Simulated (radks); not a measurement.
**F⁺ in [He] 2p4 3p2: an all-electron calculation**

Wanted: eigenvalues, radial structure and energy terms of the fluorine ion F+.

The numbers are computed with radks (a radial shooting solver on a logarithmic mesh, Libxc functionals) version 1 (scalar-relativistic Kohn-Sham, PBE, spin-unpolarised, spherical densities, finite nucleus), except any that are marked as measured or tabulated.

### Step 1. The atom as given

```
element            : fluorine (Z = 9)
charge             : +1
electrons          : 8
configuration      : [He] 2p4 3p2
nuclear rms radius : 2.8976 fm
```

The outer shells:

F⁺
```
[He] core
2p [↑↓][↑ ][↑ ]
3p [↑ ][↑ ][  ]
```

### Step 2. Self-consistent calculation

Input:

```text
Z 9
configuration [He] 2p4 3p2
relativity scalar-relativistic
functional pbe,pbe
spin unpolarised
nucleus finite rms 2.8976 fm
c 137.035999084
```

On the command line:

```sh
> python run_ks.py task.json out
```

The same process makes all the runs of this session.

Q: Predict the outcome of this run.

The runs gave:

```
                        quantity                value
                    total energy    -95.18734 hartree
exchange-correlation share of it               9.13 %
                            −T/E               0.9998
          highest occupied level        3p, -9.278 eV
    most extended occupied level  3p, <r> = 3.24 bohr
 radius at density 0.001 e/bohr³            4.63 bohr
    maxima of the radial density                    3
```

What this shows: 3 principal shells are occupied and 3 maxima appear in the radial density. This is not the tabulated ground configuration, so its levels and sizes aren't those of the ground state, and no measured value stands beside it.
